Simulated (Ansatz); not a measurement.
## ZrB: relaxation of the atoms with LDA

The system is ZrB.

```
Zr B
1.0
     0.00000    2.32500    2.32500
     2.32500    0.00000    2.32500
     2.32500    2.32500    0.00000
Zr B
1 1
Direct
  0.97001 0.00547 0.01133
  0.49975 0.47176 0.51847
```

The cell isn't the ideal one: atoms moved at random, drawn with an rms of 0.15 Å.

```
Program             : Ansatz 0.2.0
Task                : relaxation of the atoms
Functional          : LDA
Potentials or basis : JTH PAW LDA
Cutoff              : 990 eV (not typed: the program's choice for these potentials)
k mesh              : 10 × 10 × 10
Occupations         : methfessel-paxton, width 0.01 eV
Spin                : no spin polarisation
```

```json
{"Energy gained by relaxing": "26.2 meV/atom", "Ionic steps": "4", "Pressure after relaxing": "24.9 GPa"}
```

The path:
| step | energy change (eV) | largest force (eV/Å) |
| --- | --- | --- |
| 1 | 0.0000 | 1.0246 |
| 2 | -0.0497 | 0.2154 |
| 3 | -0.0523 | 0.0014 |
| 4 | -0.0523 | 0.0013 |

Final structure:
```
Zr B
1.0
     0.00000    2.32500    2.32500
     2.32500    0.00000    2.32500
     2.32500    2.32500    0.00000
Zr B
1 1
Direct
  0.98486 0.98864 0.01489
  0.48490 0.48859 0.51491
```

Run time: 73 s on 1 thread of Intel(R) Xeon(R) Platinum 8375C CPU @ 2.90GHz (Ice Lake), with other jobs on the host, peak memory 1.1 GiB.

Caveat: the thresholds are loose for stress.
